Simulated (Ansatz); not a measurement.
**TePd: how the settings move a single-point run**

Aim: see which settings change the result for TePd, by how much, and at what cost.

Method: reference: DFT, PBEsol, PAW with Ansatz's default frozen-core files, scalar-relativistic, in Ansatz 0.2.0.

### Step 1. The structure to begin with

It takes space group P6_3/mmc (No. 194, hexagonal). Conventional cell: a = 4.182 Å, b = 4.182 Å, c = 5.738 Å, α = 90.00°, β = 90.00°, γ = 120.00°. Te (site symmetry -6m2) has 6 Pd at 2.81 Å as nearest neighbours. Pd (site symmetry -3m) is surrounded by 6 Te at 2.81 Å and 2 Pd at 2.87 Å.

Coordinates:

```cif
data_structure
_symmetry_space_group_name_H-M 'P6_3/mmc'
_symmetry_Int_Tables_number 194
_cell_length_a 4.1820
_cell_length_b 4.1820
_cell_length_c 5.7380
_cell_angle_alpha 90.000
_cell_angle_beta 90.000
_cell_angle_gamma 120.000
_cell_volume 86.91
loop_
_atom_site_label
_atom_site_type_symbol
_atom_site_symmetry_multiplicity
_atom_site_Wyckoff_symbol
_atom_site_fract_x
_atom_site_fract_y
_atom_site_fract_z
_atom_site_occupancy
Te1 Te 2 c 0.33333 0.66667 0.25000 1
Pd1 Pd 2 a 0.00000 0.00000 0.00000 1
```

### Step 2. Reference

File input.yaml:

```yaml
crystal:
  lattice:
    - [4.1820076164, 0.0, 0.0]
    - [-2.0910038082, 3.6217248346, 0.0]
    - [0.0, 0.0, 5.73799994]
  atoms:
    - { symbol: Te, position: [0.3333333333, 0.6666666667, 0.25] }
    - { symbol: Te, position: [0.6666666667, 0.3333333333, 0.75] }
    - { symbol: Pd, position: [0.0, 0.0, 0.0] }
    - { symbol: Pd, position: [0.0, 0.0, 0.5] }
kpoints:
  mp_grid: { grid: [9, 9, 6] }
  band_path:
    path:
      - [0.0, 0.0, 0.0]
      - [0.5, 0.0, 0.0]
      - [0.3333333333, 0.3333333333, 0.0]
      - [0.0, 0.0, 0.0]
      - [0.0, 0.0, 0.5]
      - [0.5, 0.0, 0.5]
      - [0.3333333333, 0.3333333333, 0.5]
      - [0.0, 0.0, 0.5]
      - [0.5, 0.0, 0.5]
    npoints: 14
scf:
  occupations: { method: fermi_dirac, width: 0.05 }
hamiltonian:
  xc: pbesol
  pseudopotentials: { kind: paw }
output:
  forces: true
  stress: true
  eigenvalues: true
  efg: { contact_densities: true }
  populations: true
  bader: true
  dos: { projected: true, de: 0.2, e_range: [-14, 8] }
  write_density: true
  write_potential: true
  elf: true
  volumetric_format: npy
```

On the command line:

```sh
$ ansatz run input.yaml --threads 1 --pin off --max-ram 4096MiB --backend cpu --events-out ev --progress --plain --runs-dir out
```

### Step 3. Variant: dispersion d4

Edit input.yaml of step 2 so:

```diff
@@ -29,2 +29,3 @@
   pseudopotentials: { kind: paw }
+  dispersion: d4
 output:
@@ -35,4 +36,2 @@
   populations: true
-  bader: true
-  dos: { projected: true, de: 0.2, e_range: [-14, 8] }
   write_density: true
```

**Question.** What will these runs give? Wanted: for each run, ending; energy change; pressure; gap; force.

As calculated:

```
             run     ending                                     energy change  pressure (GPa)  gap (eV)  force (eV/Å)  cycles  time
       reference  converged                                                 0            -3.6      0.00          0.00       6  34 s
1: dispersion d4  converged  -304.3 meV/atom (offset of the dispersion model)            -5.7      0.00          0.00       6  18 s
```

Times don't compare one to one where runs were asked for different outputs or read a saved state (see the inputs); cycles may leave out searches for a lower state.

Residual by cycle in the longest SCF loop of each run; runs are numbered as in the table. The quantity is the density residual dr2, in eV.

```
cycle  reference   run 1
    1     0.0704  0.0704
    2     0.0186  0.0186
    3     9.6e-4  9.6e-4
    4     1.3e-5  1.3e-5
    5     2.7e-7  2.7e-7
    6     2.2e-9  2.2e-9
```

**Reading.** The energy moves by -304.3 meV/atom, nearly all of it the dispersion term itself (-304.3 meV/atom); that offset belongs to the model and is no gain or loss of stability; the pressure goes from -3.6 to -5.7 GPa.
